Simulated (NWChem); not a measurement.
# revPBE0/cc-pVTZ/cc-pVTZ-PP (core potential) run of InH2Cl (SMILES [H][In]([H])[Cl])

Aim: the energy change on altering one bond length of InH2Cl at revPBE0/cc-pVTZ/cc-pVTZ-PP (core potential), from 2 runs. 

The results are computed with NWChem 7.3.0.

### 1 The molecule

The species is InH2Cl (4 atoms), meant as a singlet with charge 0. SMILES: `[H][In]([H])[Cl]`. Geometry: a GFN2-xTB relaxation, a rough one for these elements and not checked as a minimum.

Bond lengths: In1–Cl4 2.278 Å, In1–H2 1.713 Å, In1–H3 1.713 Å. Angles: H2–In1–Cl4 120.3°, H3–In1–Cl4 120.3°, H2–In1–H3 119.4°.

### 2 Energy and gradient at revPBE0/cc-pVTZ/cc-pVTZ-PP (core potential)

mymol.xyz reads:

```xyz
4

In     0.070210     0.117850    -0.000370
H      1.783010     0.101380     0.011370
H     -0.755080     1.618480    -0.019870
Cl    -1.098140    -1.837720     0.008870
```

run.py reads:

```python
from ase.io import read
from ase.calculators.nwchem import NWChem

mol = read('mymol.xyz')

calc = NWChem(
    label='mymol',
    theory='dft',
    memory='2200 mb',
    basis={'In': 'cc-pVTZ-PP', 'H': 'cc-pVTZ', 'Cl': 'cc-pVTZ'},
    basispar='spherical bse',
    dft={'xc': 'revpbe 0.75 cpbe96 1.0 hfexch 0.25', 'mult': '1', 'grid': 'fine', 'direct': None, 'iterations': '100', 'mulliken': None},
    **{'ecp bse': {'In library': 'cc-pVTZ-PP'}},
)
mol.calc = calc

forces = mol.get_forces()
print("Total energy (eV):", round(mol.get_potential_energy(), 6))
print("forces (eV/A):")
for s, f in zip(mol.symbols, forces):
    print(f"{s:2s} {f[0]:10.5f} {f[1]:10.5f} {f[2]:10.5f}")
print("dipole (e A):", mol.get_dipole_moment().round(4))
```

The run is started by

```
$ export ASE_NWCHEM_COMMAND="nwchem PREFIX.nwi > PREFIX.nwo"
$ python run.py
```

Log:

```text
Total energy (eV): -17729.483472
forces (eV/A):
In    0.62997    1.04916   -0.00591
H     0.14902   -0.25295    0.00365
H    -0.29491    0.01332   -0.00180
Cl   -0.48404   -0.80954    0.00406
dipole (e A): [ 0.1953  0.3273 -0.0014]
```

The calculator wrote mymol.nwi:

```
title "mymol"

permanent_dir mymol

scratch_dir mymol

start mymol

geometry units angstrom nocenter noautosym noautoz
  In 7.0209999999999995e-02 1.1785000000000000e-01 -3.6999999999999999e-04
  H  1.7830100000000000e+00 1.0138000000000000e-01 1.1370000000000000e-02
  H  -7.5507999999999997e-01 1.6184799999999999e+00 -1.9869999999999999e-02
  Cl -1.0981399999999999e+00 -1.8377200000000000e+00 8.8699999999999994e-03
end

memory 2200 mb

basis spherical bse noprint
  In library cc-pVTZ-PP
   H library cc-pVTZ
  Cl library cc-pVTZ
end

dft
  xc revpbe 0.75 cpbe96 1.0 hfexch 0.25
  mult 1
  grid fine
  direct
  iterations 100
  mulliken
end
ecp bse
  In library cc-pVTZ-PP
end

task dft gradient
```

mymol.nwo, cut to the lines that bear on the results:

```text
[...]
 **** WARNING Zero Coefficient **** on atom "              In"
[... 40 lines left out ...]
[...]
      One electron energy =    -1173.620038092952
[... 1 line left out ...]
    Exchange-Corr. energy =      -45.699031080664
[... 6 lines left out ...]
                       DFT Final Molecular Orbital Analysis
[... 780 lines left out ...]
          Convergence on density requested:  1.00D-05
[...]
  wavefunction    = closed shell
                         DFT ENERGY GRADIENTS
    atom               coordinates                        gradient
                 x          y          z           x          y          z
   1 In      0.132678   0.222704  -0.000699   -0.012251  -0.020403   0.000115
   2 H       3.369400   0.191580   0.021486   -0.002898   0.004919  -0.000071
   3 H      -1.426894   3.058484  -0.037549    0.005735  -0.000259   0.000035
   4 Cl     -2.075184  -3.472787   0.016762    0.009413   0.015743  -0.000079
[...]
```

Run time: 1.9 min. Hardware: 1 thread of Intel Xeon Platinum 8259CL at 2.50GHz (Skylake/Cascade Lake), shared host; peak memory 0.14 GiB.

### 3 The distorted shape

clh2in.nw reads:

```
start clh2in
memory stack 880 mb heap 220 mb global 1100 mb

geometry units angstrom noautosym nocenter
  zmatrix
    In
    H 1 r2
    H 1 r3 2 a3
    Cl 1 r4 2 a4 3 d4
  variables
    r2 1.541627
    r3 1.71271
    a3 119.36235
    r4 2.278021
    a4 120.30226
    d4 179.9711
  end
end

basis spherical bse
  * library cc-pVTZ except In
  In library cc-pVTZ-PP
end

ecp bse
  In library cc-pVTZ-PP
end

dft
  xc revpbe 0.75 cpbe96 1.0 hfexch 0.25
  grid fine
  direct
  iterations 100
  mulliken
  noprint "final vectors analysis"
end

task dft gradient
```

The run is started by

```
$ nwchem clh2in.nw > clh2in.out
```

Log:

```text
[...]
 **** WARNING Zero Coefficient **** on atom "              In"
 angular momentum value:-1  standard basis set name: "cc-pVTZ-PP"
 input line that generated warning:
  2426: 2       1.0000000              0.0000000
[...]
          Wavefunction type:  closed shell.
          No. of atoms     :     4
          No. of electrons :    40
[...]
          Charge           :     0
          Spin multiplicity:     1
[...]
          AO basis - number of functions:   101
[...]
              XC Information
              --------------
                     Hartree-Fock (Exact) Exchange  0.250
                        RevPBE Exchange Functional  0.750
            Perdew 1991 LDA Correlation Functional  1.000 local
           PerdewBurkeErnz. Correlation Functional  1.000 non-local
[...]
 d= 0,ls=0.0,diis     1   -651.5037010623 -7.54D+02  9.87D-03  2.80D-01    12.4
[...]
 d= 0,ls=0.0,diis     7   -651.5368135280 -4.36D-08  2.69D-06  2.71D-08    60.4
         Total DFT energy =     -651.536813528045
      One electron energy =    -1175.267547965633
           Coulomb energy =      467.355646625796
    Exchange-Corr. energy =      -45.729012377592
 Nuclear repulsion energy =      102.104100189384
[...]
      Total Density - Mulliken Population Analysis
     ---------------------------------------------
    Atom       Charge   Shell Charges
 -----------   ------   -------------------------------------------------------
    1 In  21    20.59   1.98  0.27  0.61  0.57 -0.28  6.02  0.19  1.47 -0.40  9.41  0.61  0.08  0.05
    2 H    1     1.02   0.24  0.53  0.23  0.00  0.02  0.00
    3 H    1     1.08   0.22  0.53  0.30  0.00  0.01  0.00
    4 Cl  17    17.31   2.00  1.84  0.23  1.19  0.67  5.81  1.12  2.90  1.53  0.00  0.02  0.00
[...]
  wavefunction    = closed shell
                         DFT ENERGY GRADIENTS
    atom               coordinates                        gradient
                 x          y          z           x          y          z
   1 In      0.000000   0.000000   0.000000   -0.021862   0.000009   0.045407
   2 H       0.000000   0.000000   2.913253    0.005935  -0.000007  -0.063490
   3 H       2.820773   0.000000  -1.586983   -0.000148  -0.000006   0.007621
   4 Cl     -3.716690  -0.001875  -2.172055    0.016075   0.000004   0.010463
[...]
```

Run time: 1.9 min. Hardware: 1 thread of Intel Xeon Platinum 8259CL at 2.50GHz (Skylake/Cascade Lake), shared host; peak memory 0.14 GiB.

### 4 What came out

At revPBE0/cc-pVTZ/cc-pVTZ-PP (core potential):

| quantity | value |
| --- | --- |
| first shape: total energy | -651.54651 Eh |
| first shape: dipole moment | 1.83 D |
| first shape: HOMO energy | -8.13 eV |
| first shape: LUMO energy | -1.81 eV |
| first shape: HOMO–LUMO gap | 6.33 eV |
| first shape: largest force on an atom | 1.224 eV/Å |
| distorted shape: total energy | -651.53681 Eh |
| distorted shape: dipole moment | 2.01 D |
| distorted shape: largest force on an atom | 3.279 eV/Å |
| energy change with the In1–H2 bond shortened from 1.713 to 1.542 Å | 0.264 eV |

In words: With the In1–H2 bond shortened from 1.713 to 1.542 Å the energy rises by 0.26 eV (6.1 kcal/mol). The first shape isn't relaxed at this level, so the change isn't measured from a minimum. The largest force (first shape) is 1.22 eV/Å: the shape isn't a stationary point for this species at this level. Mulliken charges (first shape) run from -0.31 on Cl4 to +0.45 on In1. Mulliken charges (distorted shape) run from -0.31 on Cl4 to +0.41 on In1; they depend strongly on the basis.
